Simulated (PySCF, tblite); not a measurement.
# C₃H₄BF₂Se radical: geometry, infrared bands and EPR parameters

Aim: predict the infrared bands and EPR parameters of C₃H₄BF₂Se radical (`C=C[Se][CH]B(F)F`).

The runs use tblite 0.8.0 and PySCF 2.14.0, with density-fitted response routines of our own; the level of theory stands in each step. All values are computed, except where a source is named. Atoms are numbered from 0 throughout.

## Step 1: The molecule as given

11 atoms, charge 0, multiplicity 2; geometry from: force field or distance geometry start.

Bonds of the start (Å): C0–C1 1.33, C1–Se2 1.89, Se2–C3 1.93, C3–B4 1.62, B4–F5 1.44, B4–F6 1.46, C0–H7 1.10, C0–H8 1.09, C1–H9 1.11, C3–H10 1.11.

## Step 2: Relaxing the molecule with GFN2-xTB

What the job is given:

```
{"job": {"kind": "relax", "xc": "GFN2-xTB", "basis": "xTB"}, "charge": 0, "multiplicity": 2}
C      2.259100    -0.497600    -0.741200
C      1.868800     0.346800     0.206700
Se     0.088600     0.631000     0.760500
C     -1.260900    -0.216300    -0.328700
B     -2.563900    -0.410000     0.607700
F     -2.453600    -0.514200     2.036700
F     -3.869600    -0.001000     0.086300
H      3.337900    -0.545400    -0.930500
H      1.551500    -1.105000    -1.311700
H      2.652300     0.914100     0.746500
H     -1.604600     0.440400    -1.158300
```

Command:

```
> OMP_NUM_THREADS=1 python probes_run.py task.json out
```

One launch serves the whole session: the jobs run in the order shown.

What it wrote:

```text
step      E/eV     max force
  0    -606.20090    3.498
  1    -606.66021    2.461
  2    -606.92001    4.014
  3    -607.11683    1.063
  4    -607.18164    0.965
  5    -607.40569    1.180
  6    -607.46315    0.699
  7    -607.50834    0.521
  8    -607.52629    0.486
  9    -607.54761    0.446
 10    -607.56577    0.337
 11    -607.57637    0.297
 12    -607.58550    0.429
 13    -607.59688    0.545
 14    -607.61128    0.456
 15    -607.62436    0.290
 16    -607.63363    0.285
 17    -607.64801    0.356
 18    -607.66453    0.440
 19    -607.68269    0.385
 20    -607.70209    0.524
 21    -607.72616    0.538
 22    -607.75001    0.440
 23    -607.77260    0.473
 24    -607.78940    0.409
 25    -607.80105    0.312
 26    -607.81051    0.279
 27    -607.81764    0.338
 28    -607.81902    0.339
 29    -607.82516    0.325
 30    -607.82930    0.175
 31    -607.83267    0.118
 32    -607.83723    0.102
 33    -607.83815    0.096
 34    -607.83954    0.080
 35    -607.84014    0.075
 36    -607.84077    0.058
 37    -607.84113    0.064
 38    -607.84149    0.071
 39    -607.84193    0.073
 40    -607.84257    0.080
 41    -607.84331    0.079
 42    -607.84400    0.064
 43    -607.84455    0.075
 44    -607.84496    0.062
 45    -607.84525    0.044
 46    -607.84547    0.041
 47    -607.84564    0.036
 48    -607.84575    0.032
 49    -607.84581    0.018
 50    -607.84585    0.016
 51    -607.84589    0.021
 52    -607.84594    0.028
 53    -607.84599    0.021
 54    -607.84603    0.014
 55    -607.84606    0.016
 56    -607.84610    0.030
 57    -607.84619    0.049
 58    -607.84636    0.063
 59    -607.84657    0.056
 60    -607.84676    0.038
 61    -607.84690    0.040
 62    -607.84704    0.041
 63    -607.84723    0.048
 64    -607.84743    0.041
 65    -607.84757    0.036
 66    -607.84769    0.032
 67    -607.84784    0.035
 68    -607.84805    0.047
 69    -607.84830    0.041
 70    -607.84848    0.026
 71    -607.84857    0.018
 72    -607.84861    0.026
 73    -607.84865    0.022
 74    -607.84871    0.025
 75    -607.84882    0.026
 76    -607.84890    0.028
 77    -607.84900    0.033
 78    -607.84910    0.029
 79    -607.84922    0.021
 80    -607.84931    0.020
 81    -607.84937    0.014
 82    -607.84941    0.011
 83    -607.84942    0.008
```

Run time: 0.36 s. Hardware: 1 thread of Arm Neoverse V2, shared host.

The steps of the relaxation: (not every step is listed)

```csv
step,energy from step 0 (eV),largest force (eV/Å)
0,0.0000,3.4977
1,-0.4593,2.4614
2,-0.7191,4.0137
3,-0.9159,1.0631
4,-0.9807,0.9653
5,-1.2048,1.1800
6,-1.2622,0.6994
7,-1.3074,0.5208
8,-1.3254,0.4857
15,-1.4235,0.2897
22,-1.5491,0.4398
29,-1.6243,0.3251
36,-1.6399,0.0580
43,-1.6436,0.0754
50,-1.6449,0.0164
57,-1.6453,0.0489
64,-1.6465,0.0409
71,-1.6477,0.0185
78,-1.6482,0.0292
79,-1.6483,0.0215
80,-1.6484,0.0204
81,-1.6485,0.0139
82,-1.6485,0.0109
83,-1.6485,0.0083
```

Distances of close pairs at the start and the end, largest changes first:

```
  bond  before (Å)  after (Å)  change (Å)
 B4–F6       1.464      1.331      -0.134
 C3–B4       1.616      1.502      -0.115
 B4–F5       1.437      1.334      -0.103
Se2–C3       1.930      1.833      -0.098
C3–H10       1.112      1.078      -0.034
 C1–H9       1.108      1.081      -0.026
C1–Se2       1.886      1.906      +0.020
 C0–H7       1.096      1.077      -0.019
```

The final coordinates are the input of the step that follows.

## Step 3: Infrared spectrum with GFN2-xTB

What the job is given:

```
{"job": {"kind": "ir", "xc": "GFN2-xTB", "basis": "xTB"}, "charge": 0, "multiplicity": 2}
C      1.978637    -0.335264    -0.889197
C      1.826988     0.309344     0.256832
Se     0.225960     0.501377     1.272938
C     -1.086795    -0.060686     0.124367
B     -2.518635    -0.184692     0.559660
F     -2.914484     0.073440     1.807106
F     -3.495967    -0.565813    -0.258771
H      2.937616    -0.383612    -1.376768
H      1.168255    -0.842865    -1.384254
H      2.658305     0.794435     0.749527
H     -0.774454    -0.263073    -0.887402
```

What it wrote:

```text
mode    cm-1     km/mol
  1      26.7      0.36
  2      73.8      0.49
  3      91.6      0.18
  4     123.4      1.12
  5     171.6      1.92
  6     302.5      5.90
  7     347.2      5.40
  8     453.9      9.65
  9     470.3     35.98
 10     513.7      5.09
 11     538.2     12.51
 12     553.4     83.35
 13     705.6      8.71
 14     862.4     13.09
 15     866.2     23.27
 16     968.2     30.29
 17     980.3      6.75
 18    1089.8     71.64
 19    1221.5    184.66
 20    1225.2    122.99
 21    1335.2    763.45
 22    1377.3      5.12
 23    1613.6     29.94
 24    3050.1      8.88
 25    3081.6      8.53
 26    3100.1      2.56
 27    3123.5     17.08
```

Wall time 0.23 s (1 thread of Arm Neoverse V2, shared host).

Which atoms move in the most intense modes:

| cm⁻¹ | km/mol | atoms |
| --- | --- | --- |
| 470 | 36.0 | B4 64 %, H10 22 % |
| 553 | 83.3 | H10 54 %, C3 20 %, B4 12 % |
| 968 | 30.3 | H9 46 %, H8 42 % |
| 1090 | 71.6 | H10 71 %, C3 12 % |
| 1222 | 184.7 | B4 52 %, H9 22 % |
| 1225 | 123.0 | H9 53 %, B4 19 % |
| 1335 | 763.5 | B4 63 %, C3 27 % |
| 1614 | 29.9 | C0 48 %, C1 42 % |

## Step 4: g tensor and hyperfine couplings: B3LYP/def2-TZVP-core+pcH-1

Same as in step 3 but for these lines:

```diff
@@ -1,2 +1,2 @@
-{"job": {"kind": "ir", "xc": "GFN2-xTB", "basis": "xTB"}, "charge": 0, "multiplicity": 2}
+{"job": {"kind": "epr", "basis": "pcH-1"}, "charge": 0, "multiplicity": 2}
 C      1.978637    -0.335264    -0.889197
```

With the program's defaults for keys left out, this is: UKS B3LYP, def2-TZVP-core on Se, pcH-1 on B C F H, non-relativistic, mean-field spin-orbit, GIAO.

What it wrote:

```text
UKS, coarse grid
  cycle   1  E = -2742.81812223  |g| = 1.56e+00
  cycle   2  E = -2742.66260950  |g| = 1.08e+00
  cycle   3  E = -2742.84361445  |g| = 5.67e-01
  cycle   4  E = -2742.94758727  |g| = 1.48e-01
  cycle   5  E = -2742.95902817  |g| = 4.28e-02
  cycle   6  E = -2742.95976986  |g| = 9.23e-03
  cycle   7  E = -2742.95981302  |g| = 3.40e-03
  cycle   8  E = -2742.95981864  |g| = 2.02e-03
  cycle   9  E = -2742.95982248  |g| = 4.74e-04
UKS, final grid
  cycle   1  E = -2742.95982070  |g| = 5.45e-04
  cycle   2  E = -2742.95982053  |g| = 9.21e-04
  cycle   3  E = -2742.95982083  |g| = 1.00e-04
  cycle   4  E = -2742.95982083  |g| = 6.70e-05
  cycle   5  E = -2742.95982084  |g| = 3.31e-05
  cycle   6  E = -2742.95982084  |g| = 1.17e-05
E = -2742.95982084 Eh   <S^2> = 0.7559 (exact 0.7500)
g shifts (ppm)      1          2          3
  rmc          -183       -183       -183
  gc            -11         47         40
  oz_so        -562       7884      38155
  total        -755       7749      38012
hyperfine (MHz)  atom isotope    a_iso     a_fc   dipolar eigenvalues
    0   13C       9.52       9.78    -10.06     -8.71     18.77
    1   13C     -11.26     -11.15     -8.59      3.63      4.96
    2  77Se       5.60      20.20   -148.23   -121.61    269.84
    3   13C      46.18      43.95    -50.83    -49.75    100.58
    4   11B     -18.75     -18.83     -8.56     -2.01     10.57
    5   19F      11.11      10.87    -36.85    -33.59     70.45
    6   19F      16.54      17.41    -46.68    -43.20     89.87
    7    1H      -8.57      -8.54     -5.25     -0.59      5.83
    8    1H      -8.16      -8.17     -1.85     -1.15      3.00
    9    1H       2.02       2.02     -1.87     -1.45      3.32
   10    1H     -36.18     -36.74    -23.02     -1.81     24.83
```

It took 2.6 min on 1 thread of Arm Neoverse V2, shared host; peak memory 1.1 GiB.

Principal g values 2.00156, 2.01007, 2.04033; g(iso) = 2.01732, against 2.00232 for a free electron.

Hyperfine couplings; where a row names several nuclei, a(iso) is their mean (it holds for fast rotation or exchange) and the dipolar term the largest among them:

```
nuclei  isotope  a(iso) (MHz)  a(iso) (G, at g = 2.0023)  largest dipolar term (MHz)
    C3      13C          46.2                       16.5                       100.6
   H10       1H         -36.2                      -12.9                        24.8
    B4      11B         -18.8                       -6.7                        10.6
F5, F6      19F          13.8                        4.9                        89.9
    C1      13C         -11.3                       -4.0                        -8.6
    C0      13C           9.5                        3.4                        18.8
    H7       1H          -8.6                       -3.1                         5.8
    H8       1H          -8.2                       -2.9                         3.0
   Se2     77Se           5.6                        2.0                       269.8
    H9       1H           2.0                        0.7                         3.3
```

Mulliken spin populations:

```csv
atom,value (e)
C0,0.13
C1,-0.07
Se2,0.25
C3,0.63
B4,0.07
F5,0.01
F6,0.02
H7,-0.01
H8,-0.01
H9,0.00
H10,-0.03
```

In first order the couplings over 0.8 MHz of 1H, 11B, 19F give 192 distinct lines over 49.5 G, if the averaged nuclei exchange fast; the same motion can average rows kept apart here too.

Orbitals, density, ELF and potential are computed afterwards from the orbital file.

ELF in a plane through or near 11 of the atoms.

Values, 10 rows by 14 columns:
```
0.00 0.00 0.00 0.00 0.00 0.00 0.00 0.00 0.00 0.00 0.00 0.00 0.00 0.00
0.00 0.00 0.00 0.00 0.00 0.00 0.00 0.00 0.00 0.00 0.00 0.00 0.00 0.00
0.00 0.00 0.00 0.03 0.03 0.73 0.18 0.04 0.04 0.00 0.24 0.14 0.01 0.00
0.00 0.00 0.64 0.97 0.47 0.99 0.64 0.93 0.71 0.04 0.83 0.82 0.20 0.00
0.00 0.00 0.89 1.00 0.34 0.59 0.12 0.89 0.66 0.55 0.79 0.81 0.29 0.00
0.00 0.00 0.09 0.38 0.62 0.83 0.19 0.67 0.27 0.65 0.21 0.10 0.00 0.00
0.00 0.00 0.00 0.26 0.88 0.30 0.66 0.35 0.46 0.14 0.73 0.85 0.23 0.00
0.00 0.00 0.01 0.94 1.00 0.33 0.43 0.33 0.56 0.05 0.77 0.59 0.07 0.00
0.00 0.00 0.00 0.13 0.43 0.01 0.49 0.87 0.56 0.00 0.05 0.02 0.00 0.00
0.00 0.00 0.00 0.00 0.00 0.00 0.05 0.22 0.04 0.00 0.00 0.00 0.00 0.00
```
The map spans 11.9 Å across and 8.3 Å up, centred on the molecule. Atoms in the plane (x, y in Å): C0 (-2.1, 0.5), C1 (-1.7, -0.7), Se2 (0.0, -1.4), C3 (1.1, 0.1), B4 (2.6, 0.0), F5 (3.2, -1.1), F6 (3.4, 1.1), H7 (-3.2, 0.8), H8 (-1.4, 1.3), H9 (-2.5, -1.5), H10 (0.6, 1.0).

On the surface of density 0.002 e/bohr³ the electrostatic potential runs, from the 1st to the 99th percentile, from -1.03 V near F6 to 1.44 V near H9.

The spin density lies nearest to C3 41 %; Se2 26 %; B4 9 %; C0 7 %.

## Step 5: Summary of results

```
                                                                  quantity                  value
                                 strongest single infrared mode (GFN2-xTB)  1335 cm⁻¹, 763 km/mol
                                              zero-point energy (GFN2-xTB)          40.4 kcal/mol
                                                            g(iso) (B3LYP)                2.01732
                                                                      ⟨S²⟩     0.756 (exact 0.75)
                                        largest a(iso) (averaged by class)    13C on C3, 46.2 MHz
potential on the surface of density 0.002 e/bohr³, 1st and 99th percentile     -1.03 V and 1.44 V
```

In words: Over 83 steps the energy fell by 1.649 eV; of the close pairs, B4–F6 changed most, 1.464 to 1.331 Å. No mode is imaginary among the 27: a minimum at this level. The strongest single mode, at 1335 cm⁻¹, moves mainly B4. GFN2-xTB is a fitted tight-binding method: band positions and strengths are rough. Its intensities can rank the bands wrongly. C3 carries the largest spin population, 0.63 e. The isotropic g lies 15.0 ppt above the free-electron value. The hyperfine terms hold no scalar relativity, which the heavier nuclei need. These values are for one conformer; the search (at its own cheap level) found 2 more, at 0.04, 2.76 kcal/mol (those within 0.05 may be mirror or relabelled copies), and measured spectra average over such forms.
